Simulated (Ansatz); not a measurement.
# CH3Br (triplet): the correlation ladder at distance Br1–H2 along a hydrogen transfer = 1.421 Å, cc-pVDZ

Aim: climb from Hartree-Fock through coupled cluster and multireference methods for CH3Br (triplet) at one geometry and basis, and see what each rung misses.

Program: Ansatz 0.2.0, Gaussian basis. Level of theory: cc-pVDZ, core rule «outside noble gas», up to 15 orbitals frozen. These are calculated values, not measurements.

To be run: UHF; CCSD(T) on ROHF; CCSD(T) on UHF; BCCD(T) on ROHF; CISD; CCSDT(Q) on ROHF; CCSDT(Q) on UHF; CASSCF and MRCISD+Q, 4 electrons in 4 orbitals; CASSCF and NEVPT2, 4 electrons in 4 orbitals; CASSCF and MRCISD+Q, 14 electrons in 11 orbitals; CASSCF and NEVPT2, 14 electrons in 11 orbitals.

8 further runs of the same task are left out: 1 for a mislabelled method, 7 that didn't finish.

### 1 The geometry

The geometry derives from fragments relaxed apart (PBE0/def2-TZVP) and kept rigid, so it is no stationary point. A hydrogen atom is moved between rigid fragments. No spin-orbit coupling is included. The filled d shell of Br may be among the frozen orbitals whatever the setting's name suggests; the logs give the count.

5 atoms, charge 0, spin multiplicity 3.

Atoms are counted from 1 here; the program's logs count them from 0.

Bond lengths: Br1–H2 1.421 Å, C3–H4 1.079 Å, C3–H5 1.079 Å. Angles: H4–C3–H5 134.8°.

### 2 UHF

in.yaml reads:

```yaml
crystal:
  periodic: [false, false, false]
  atoms:
    - {symbol: Br, position_ang: [-0.492231, 0.000000, 0.000000]}
    - {symbol: H, position_ang: [0.928369, 0.000000, 0.000000]}
    - {symbol: C, position_ang: [2.677769, 0.000000, 0.000000]}
    - {symbol: H, position_ang: [3.092237, 0.000000, 0.996161]}
    - {symbol: H, position_ang: [3.092237, 0.000000, -0.996161]}
basis:
  gaussian: {orbitals: cc-pVDZ}
magnetization: {spin_polarized: true, initial_magnetization: 2}
hamiltonian: {xc: hf}
output: {orbitals: {seedname: orbitals}}
```

On the command line:

```sh
ansatz run in.yaml --threads 1 --pin off --events-out ev --progress --plain --max-ram 2393MiB
```

After this run come: CCSD(T) on ROHF; CCSD(T) on UHF; BCCD(T) on ROHF; CISD; CCSDT(Q) on ROHF; CCSDT(Q) on UHF; CASSCF and MRCISD+Q, 4 electrons in 4 orbitals; CASSCF and NEVPT2, 4 electrons in 4 orbitals; CASSCF and MRCISD+Q, 14 electrons in 11 orbitals; CASSCF and NEVPT2, 14 electrons in 11 orbitals.

Before running them: what should the planned runs give, taken together? Wanted: UCCSDT(Q) below the RHF energy; RMP2 from UCCSDT(Q); UMP2 from UCCSDT(Q); RCCSD from UCCSDT(Q); RCCSD(T) from UCCSDT(Q); UCCSD(T) from UCCSDT(Q); RCCSDT(Q) from UCCSDT(Q); NEVPT2 pair from UCCSDT(Q); MRCISD+Q pair from UCCSDT(Q).

As calculated:

```
                         quantity                                                                     value
   UCCSDT(Q) below the RHF energy                                                                -7.4025 eV
              RMP2 from UCCSDT(Q)                                                               +1107.4 meV
              UMP2 from UCCSDT(Q)                                                               +1093.6 meV
             RCCSD from UCCSDT(Q)                                                                +152.9 meV
          RCCSD(T) from UCCSDT(Q)                                                                 +28.6 meV
          UCCSD(T) from UCCSDT(Q)                                                                 +27.6 meV
         RCCSDT(Q) from UCCSDT(Q)                                                                  +1.1 meV
       NEVPT2 pair from UCCSDT(Q)                                                               +1095.1 meV
     MRCISD+Q pair from UCCSDT(Q)                                                                 +45.5 meV
    NEVPT2 valence from UCCSDT(Q)                                                               +1278.9 meV
levels within 1 kcal/mol (43 meV)  RCCSD(T), UCCSD(T), BCCD(T), RCCSDT, UCCSDT, RCCSDT(Q), MRCISD+Q valence
                    T1 diagnostic                                                                     0.018
   effectively unpaired electrons                                                                      2.01
```

RCCSD(T) lands +28.6 meV from the yardstick (0.4 % of the correlation energy). One determinant dominates. Of the multireference levels listed MRCISD+Q valence comes nearest in total energy (+31.1 meV), which doesn't show that its space is the better one. These misses are within one basis, not against nature; the frozen cores of restricted and unrestricted runs differ, which can shift their rows.
